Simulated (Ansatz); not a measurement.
**GeH3+ (triplet): the correlation ladder, 6-31G**

Aim: climb from Hartree-Fock through coupled cluster and multireference methods for GeH3+ (triplet) at one geometry and basis, and see what each rung misses.

Computed with Ansatz 0.2.0, Gaussian basis. Level: 6-31G, core rule «outside noble gas», up to 14 orbitals frozen.

The runs, in order: UHF; CCSD(T) on ROHF; CCSD(T) on UHF; BCCD(T) on ROHF; CISD; CCSDT(Q) on ROHF; CCSDT(Q) on UHF; CISDTQ; CCSDTQ on ROHF; CCSDTQ on UHF; CASSCF and MRCISD+Q, 6 electrons in 7 orbitals; CASSCF and NEVPT2, 6 electrons in 7 orbitals; Full CI.

19 further runs of the same task are left out: 11 that didn't finish, 8 set aside as unsound or not needed.

## 1. The system

The geometry is a PBE0/def2-TZVP stationary point (not a proven minimum) of the parent state, kept for this charge and spin. No spin-orbit coupling is included. The filled d shell of Ge may be among the frozen orbitals whatever the setting's name suggests; the logs give the count.

4 atoms, charge 1, spin multiplicity 3.

Atoms are counted from 1 here; the program's logs count them from 0.

Bond lengths: Ge1–H2 1.539 Å, Ge1–H3 1.539 Å, Ge1–H4 1.539 Å. Angles: H2–Ge1–H3 111.2°, H2–Ge1–H4 111.2°, H3–Ge1–H4 111.2°.

## 2. UHF

The input, in.yaml:

```yaml
crystal:
  periodic: [false, false, false]
  atoms:
    - {symbol: Ge, position_ang: [0.000034, -0.000003, -0.018730]}
    - {symbol: H, position_ang: [1.465006, 0.016889, 0.452573]}
    - {symbol: H, position_ang: [-0.748285, 1.261093, 0.448403]}
    - {symbol: H, position_ang: [-0.719150, -1.277779, 0.448837]}
basis:
  gaussian: {orbitals: 6-31G}
total_charge: 1
magnetization: {spin_polarized: true, initial_magnetization: 2}
hamiltonian: {xc: hf}
output: {orbitals: {seedname: orbitals}}
```

Run with:

```console
ansatz run in.yaml --threads 1 --pin off --events-out ev --progress --plain --max-ram 2393MiB
```

After this run come: CCSD(T) on ROHF; CCSD(T) on UHF; BCCD(T) on ROHF; CISD; CCSDT(Q) on ROHF; CCSDT(Q) on UHF; CISDTQ; CCSDTQ on ROHF; CCSDTQ on UHF; CASSCF and MRCISD+Q, 6 electrons in 7 orbitals; CASSCF and NEVPT2, 6 electrons in 7 orbitals; Full CI.

Before running them: what should the planned runs give, taken together? Wanted: FCI below the RHF energy; RMP2 from FCI; UMP2 from FCI; RCCSD from FCI; RCCSD(T) from FCI; UCCSD(T) from FCI; RCCSDT(Q) from FCI; UCCSDT(Q) from FCI; NEVPT2 valence from FCI.

**Answer**, as computed:

```
                         quantity                                                                                                                                value
         FCI below the RHF energy                                                                                                                           -1.7640 eV
                    RMP2 from FCI                                                                                                                           +607.8 meV
                    UMP2 from FCI                                                                                                                           +614.1 meV
                   RCCSD from FCI                                                                                                                            +40.3 meV
                RCCSD(T) from FCI                                                                                                                            +12.6 meV
                UCCSD(T) from FCI                                                                                                                             +8.4 meV
               RCCSDT(Q) from FCI                                                                                                                             -0.4 meV
               UCCSDT(Q) from FCI                                                                                                                             -4.6 meV
          NEVPT2 valence from FCI                                                                                                                            +86.4 meV
        MRCISD+Q valence from FCI                                                                                                                             +3.0 meV
levels within 1 kcal/mol (43 meV)  RCCSD, UCCSD, RCCSD(T), UCCSD(T), BCCD(T), RCCSDT, UCCSDT, RCCSDT(Q), UCCSDT(Q), RCCSDTQ, UCCSDTQ, MRCISD valence, MRCISD+Q valence
                    T1 diagnostic                                                                                                                                0.027
   effectively unpaired electrons                                                                                                                                 2.03
```

RCCSD(T) misses by +12.6 meV, 0.7 % of the correlation energy. UCCSDT, UCCSDT(Q), UCCSDTQ fall below full CI: unrestricted runs freeze a spin-polarised core, another one than full CI's, and coupled cluster isn't variational. One determinant dominates. Of the multireference levels listed MRCISD+Q valence comes nearest in total energy (+3.0 meV), which doesn't show that its space is the better one. Coupled cluster took another determinant than the lowest Hartree-Fock one. These misses are within one basis, not against nature; the frozen cores of restricted and unrestricted runs differ, which can shift their rows.
